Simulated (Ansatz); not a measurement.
Runs of Ansatz 0.2.0 on VW2C3. Symmetry: Immm, No. 71, orthorhombic system. The conventional cell has a = 3.049 Å, b = 4.324 Å, c = 9.170 Å, α = 90.00°, β = 90.00°, γ = 90.00°. Around W (site symmetry mm2) lie 6 C at 2.15 to 2.20 Å. V (site symmetry mmm) is surrounded by 6 C at 2.12 to 2.16 Å. C (site symmetry mm2) has 2 V at 2.12 Å and 4 W at 2.16 to 2.20 Å as nearest neighbours. C (site symmetry mmm) has 4 W at 2.15 Å and 2 V at 2.16 Å as nearest neighbours. The cell comes from a database or a generator and needn't be the stable form of this composition.

```csv
task,level,cell,cutoff (eV),points for each segment of the path,gap on the mesh (eV),pressure (GPa),moment (μB),relaxed volume (Å³/atom),largest force (eV/Å)
band structure,LDA,as given,420,14,none,-16.2,0.00,-,(a)
band structure,r2SCAN,as given,500,14,none,(c),0.68,-,(b)
relaxation of cell and atoms,LDA,relaxed,420,-,none,0.0,0.00,9.62,-
relaxation of cell and atoms,r2SCAN,relaxed,500,-,none,0.0,0.63,9.96,-
```

Alike in all rows: potentials or basis Ansatz PAW; spin collinear, ferromagnetic start; k mesh 11 × 11 × 11; smearing fermi-dirac 0.05 eV.

Fill in the values left out.

(a) 0.06; (b) 0.11; (c) -3.8.

Caveats: the PAW data sets come from PBE, with cores solved anew for the run's functional, which leaves a small shift of forces and pressure; spin-orbit coupling is left out, which moves the levels of the heavy elements (some runs); the starting moments weren't kept (some runs); the magnetic or orbital state may not be the lowest (some runs); the plane-wave basis is chosen anew once the cell has moved, so the energies of steps on either side of that aren't comparable (some runs).

A k mesh can miss the band edges, and the runs leave out spin-orbit coupling on W.

A gap of «none» marks a metal or a gap under the smearing width.

Runs at the PBE level aren't shown here.
